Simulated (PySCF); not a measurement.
# C6H7NO (4-methoxypyridine): the cost of one run

Programs: PySCF 2.14.0, with routines of our own; each step states its level. All values are computed. Atoms count from 0.

## Step 1: The starting structure

15 atoms, charge 0, multiplicity 1; geometry from: GFN2-xTB.

## Step 2: Optimising the geometry at PBE0-D3(BJ)/def2-SVP

Job settings and geometry (Å):

```
{"job": {"xc": "PBE0", "basis": "def2-SVP", "d3": "d3bj", "grid": 2, "kind": "geom"}, "charge": 0, "multiplicity": 1}
C      2.474100    -0.061636     0.183593
O      1.414812     0.862232     0.088586
C      0.148851     0.392292     0.003123
C     -0.869512     1.346812    -0.079945
C     -2.176154     0.913490    -0.171953
N     -2.528570    -0.363645    -0.183967
C     -1.564540    -1.260819    -0.103450
C     -0.216466    -0.951641    -0.008893
H      2.526412    -0.703748    -0.701118
H      3.381151     0.536952     0.247182
H      2.384519    -0.681753     1.081009
H     -0.614833     2.393939    -0.071341
H     -2.989886     1.623127    -0.240460
H     -1.886511    -2.293983    -0.115725
H      0.512213    -1.743629     0.051447
```

Launch:

```sh
> OMP_NUM_THREADS=1 python excited_run.py task.json out
```

The driver reads the jobs from task.json and runs them one after another.

**Question.** How long does this first job take on 1 thread of Arm Neoverse V2, shared host, and how much memory does it need?

About 39 s, with a peak of 0.72 GiB.
